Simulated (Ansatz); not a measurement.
# triplet C2H7NSi: levels of theory compared

We compute a comparison of 6 runs (UHF/cc-pVDZ, U-r2SCAN0/cc-pVDZ, U-revPBE/cc-pVDZ, U-wB97M-V/cc-pVDZ, UBLYP/cc-pVDZ, UCAM-B3LYP/cc-pVDZ) of triplet C2H7NSi. 

The results are computed with Ansatz 0.2.0.

72 further runs of the same task are left out: 72 set aside as unsound or not needed. Runs told in other sessions of the task aren't counted.

## (1) Starting point

The species is C2H7NSi (11 atoms), meant as a triplet with charge 0. As SMILES of the parent species, `C=NC[SiH3]`. Geometry: relaxed at PBE0-D4/def2-TZVP. That shape belongs to the parent species and isn't relaxed for this state.

Bond lengths: C1–N2 1.259 Å, N2–C3 1.436 Å, C3–Si4 1.892 Å, C1–H5 1.089 Å, C1–H6 1.099 Å, C3–H7 1.095 Å, C3–H8 1.102 Å, Si4–H9 1.487 Å, Si4–H10 1.484 Å, Si4–H11 1.488 Å. Some angles: C1–N2–C3 118.6°, N2–C3–Si4 109.5°, N2–C1–H5 119.2°, N2–C1–H6 123.3°, N2–C3–H7 109.0°, N2–C3–H8 113.6°, Si4–C3–H7 106.9°, Si4–C3–H8 109.5°, C3–Si4–H9 109.5°, C3–Si4–H10 110.5°.

## (2) The energy at UHF/cc-pVDZ (run 1)

in.yaml

```yaml
crystal:
  periodic: [false, false, false]
  atoms:
    - symbol: C
      position_ang: [-0.639400, 1.869300, 0.363900]
    - symbol: N
      position_ang: [-0.998600, 0.713100, 0.018000]
    - symbol: C
      position_ang: [-0.299000, -0.417000, 0.562600]
    - symbol: Si
      position_ang: [0.706300, -1.257400, -0.802700]
    - symbol: H
      position_ang: [-1.145900, 2.733500, -0.063200]
    - symbol: H
      position_ang: [0.166900, 2.059000, 1.086600]
    - symbol: H
      position_ang: [-1.029900, -1.151400, 0.917900]
    - symbol: H
      position_ang: [0.365200, -0.161700, 1.404500]
    - symbol: H
      position_ang: [1.729600, -0.311300, -1.319900]
    - symbol: H
      position_ang: [-0.179800, -1.683000, -1.914500]
    - symbol: H
      position_ang: [1.389900, -2.450100, -0.232400]
basis:
  gaussian:
    orbitals: cc-pVDZ
magnetization:
  spin_polarized: true
  initial_magnetization: 2
hamiltonian:
  xc: hf
accuracy: high
output: {orbitals: {seedname: orbitals}}
```

On the command line:

```bash
$ ansatz run in.yaml --threads 1 --pin off --max-ram 3480MiB --events-out events.jsonl --progress --plain --runs-dir runs
```

Standard output:

```text
Warning: RAYON_NUM_THREADS=1 ignored (pool sized by the plan → 1); use --threads N
Functional definition: HF
  name "HF"
  exchange = exact_x
  correlation = 0
2314 factors; integrals over basis functions are off by at most 3.8e-9 eV
mean field evaluation 1: about -11507.9191 eV, gradient 1.8e1 eV
mean field evaluation 2: about -11508.1030 eV, gradient 1.8e1 eV
mean field evaluation 4: about -11510.9772 eV, gradient 3.1e0 eV
mean field evaluation 8: about -11511.1501 eV, gradient 2.8e-1 eV
mean field evaluation 16: about -11511.1525 eV, gradient 1.1e-5 eV
mean field evaluation 32: about -11511.1264 eV, gradient 7.9e-3 eV
mean field evaluation 64: about -11511.0925 eV, gradient 3.4e-1 eV
mean field evaluation 96: about -11511.0568 eV, gradient 1.2e0 eV
mean field evaluation 128: about -11511.1524 eV, gradient 1.0e-2 eV
mean field -11511.15254463 eV, -423.0270534756 hartree, gradient 2.0e-8 eV, S^2 2.018541; 2 other end points of the search recorded, 0 dependent functions left out
reference -11511.15254463 eV, -423.0270534756 hartree; 21, 19 occupied and 74, 76 virtual orbitals, 2314 factors
Total energy: -11511.15254463 eV, -423.0270534756 hartree
```

It took 14 s on 1 thread of Arm Neoverse V2, shared host; peak memory 0.38 GiB.

## (3) A single-point energy at U-r2SCAN0/cc-pVDZ (run 2)

run.yaml

```yaml
crystal:
  periodic: [false, false, false]
  atoms:
    - {symbol: C, position_ang: [-0.639400, 1.869300, 0.363900]}
    - {symbol: N, position_ang: [-0.998600, 0.713100, 0.018000]}
    - {symbol: C, position_ang: [-0.299000, -0.417000, 0.562600]}
    - {symbol: Si, position_ang: [0.706300, -1.257400, -0.802700]}
    - {symbol: H, position_ang: [-1.145900, 2.733500, -0.063200]}
    - {symbol: H, position_ang: [0.166900, 2.059000, 1.086600]}
    - {symbol: H, position_ang: [-1.029900, -1.151400, 0.917900]}
    - {symbol: H, position_ang: [0.365200, -0.161700, 1.404500]}
    - {symbol: H, position_ang: [1.729600, -0.311300, -1.319900]}
    - {symbol: H, position_ang: [-0.179800, -1.683000, -1.914500]}
    - {symbol: H, position_ang: [1.389900, -2.450100, -0.232400]}
basis:
  gaussian:
    orbitals: cc-pVDZ
magnetization:
  spin_polarized: true
  initial_magnetization: 2
hamiltonian:
  xc: {name: r2SCAN0}
accuracy: high
output: {orbitals: {seedname: orbitals}}
```

On the command line:

```bash
$ ansatz run run.yaml --threads 1 --pin off --max-ram 3480MiB --events-out events.jsonl --progress --plain --runs-dir runs
```

Standard output:

```text
Warning: RAYON_NUM_THREADS=1 ignored (pool sized by the plan → 1); use --threads N
Functional definition: r2SCAN0
  name "r2SCAN0"
  parameter a = 0.25
  parameter k0 = 0.174
  parameter k1 = 0.065
  parameter a1 = 4.9479
  exchange = (1 - a)*r2scan_x(k0 = k0, k1 = k1, a1 = a1) + a*exact_x
  correlation = r2scan_c
2314 factors; integrals over basis functions are off by at most 3.8e-9 eV
mean field evaluation 1: about -11543.2352 eV, gradient 2.6e1 eV
mean field evaluation 2: about -11543.4078 eV, gradient 2.6e1 eV
mean field evaluation 4: about -11546.9419 eV, gradient 2.1e0 eV
mean field evaluation 8: about -11547.2012 eV, gradient 1.5e-1 eV
mean field evaluation 16: about -11547.2016 eV, gradient 5.6e-3 eV
mean field evaluation 32: about -11547.2016 eV, gradient 1.3e-6 eV
mean field -11547.20156197 eV, -424.3518304280 hartree, gradient 7.0e-8 eV, S^2 2.009890; 2 other end points of the search recorded, 0 dependent functions left out
reference -11547.20156370 eV, -424.3518304917 hartree; 21, 19 occupied and 74, 76 virtual orbitals, 2314 factors
Total energy: -11547.20156370 eV, -424.3518304917 hartree
```

Run time: 63 s. Hardware: 1 thread of Arm Neoverse V2, shared host; peak memory 0.63 GiB.

Runs 3 to 5 aren't shown in full; the table further down has their settings and results.

## (4) The energy at UCAM-B3LYP/cc-pVDZ (run 6)

molecule.yaml

```yaml
crystal:
  periodic: [false, false, false]
  atoms:
    - symbol: C
      position_ang: [-0.639400, 1.869300, 0.363900]
    - symbol: "N"
      position_ang: [-0.998600, 0.713100, 0.018000]
    - symbol: C
      position_ang: [-0.299000, -0.417000, 0.562600]
    - symbol: Si
      position_ang: [0.706300, -1.257400, -0.802700]
    - symbol: H
      position_ang: [-1.145900, 2.733500, -0.063200]
    - symbol: H
      position_ang: [0.166900, 2.059000, 1.086600]
    - symbol: H
      position_ang: [-1.029900, -1.151400, 0.917900]
    - symbol: H
      position_ang: [0.365200, -0.161700, 1.404500]
    - symbol: H
      position_ang: [1.729600, -0.311300, -1.319900]
    - symbol: H
      position_ang: [-0.179800, -1.683000, -1.914500]
    - symbol: H
      position_ang: [1.389900, -2.450100, -0.232400]
basis:
  gaussian: {orbitals: cc-pVDZ}
total_charge: 0
magnetization: {spin_polarized: true, initial_magnetization: 2}
hamiltonian: {xc: {name: CAM-B3LYP}}
accuracy: high
output: {orbitals: {seedname: orbitals}}
```

On the command line:

```bash
$ ansatz run molecule.yaml --threads 1 --pin off --max-ram 3480MiB --events-out events.jsonl --progress --plain --runs-dir runs
```

Standard output (excerpt; [...] marks lines left out):

```text
Warning: RAYON_NUM_THREADS=1 ignored (pool sized by the plan → 1); use --threads N
Functional definition: CAM-B3LYP
  name "CAM-B3LYP"
[...]
2314 factors; integrals over basis functions are off by at most 3.8e-9 eV
467 factors; integrals over basis functions are off by at most 2.4e-9 eV
[...]
mean field -11548.44396402 eV, -424.3974878612 hartree, gradient 8.2e-8 eV, S^2 2.005907; 2 other end points of the search recorded, 0 dependent functions left out
reference -11548.44398557 eV, -424.3974886534 hartree; 21, 19 occupied and 74, 76 virtual orbitals, 2314 factors
Total energy: -11548.44398557 eV, -424.3974886534 hartree
```

Wall time 38 s (1 thread of Arm Neoverse V2, shared host); peak memory 0.54 GiB.

## (5) Overview of the runs

```tsv
run	level	energy (Eh)	HOMO energy (eV)	⟨S²⟩	wall time
1	UHF/cc-pVDZ	-423.027053	-6.49	2.019	14 s
2	U-r2SCAN0/cc-pVDZ	-424.351830	-3.31	2.010	63 s
3	U-revPBE/cc-pVDZ	-424.372015	-1.67	2.004	17 s
4	U-wB97M-V/cc-pVDZ	-424.367465	-5.10	2.005	4.5 min
5	UBLYP/cc-pVDZ	-424.393002	-1.51	2.003	17 s
6	UCAM-B3LYP/cc-pVDZ	-424.397489	-4.32	2.006	38 s
```

## (6) Results

```
                                 quantity          value
                      run 6: total energy  -424.39749 Eh
run 6: HOMO energy (highest over α and β)       -4.32 eV
 run 6: LUMO energy (lowest over α and β)       -3.07 eV
                              run 6: ⟨S²⟩          2.006
```

What this shows: Totals of different functionals can't be ranked against each other. All runs together took 7 min, the longest 4.5 min.
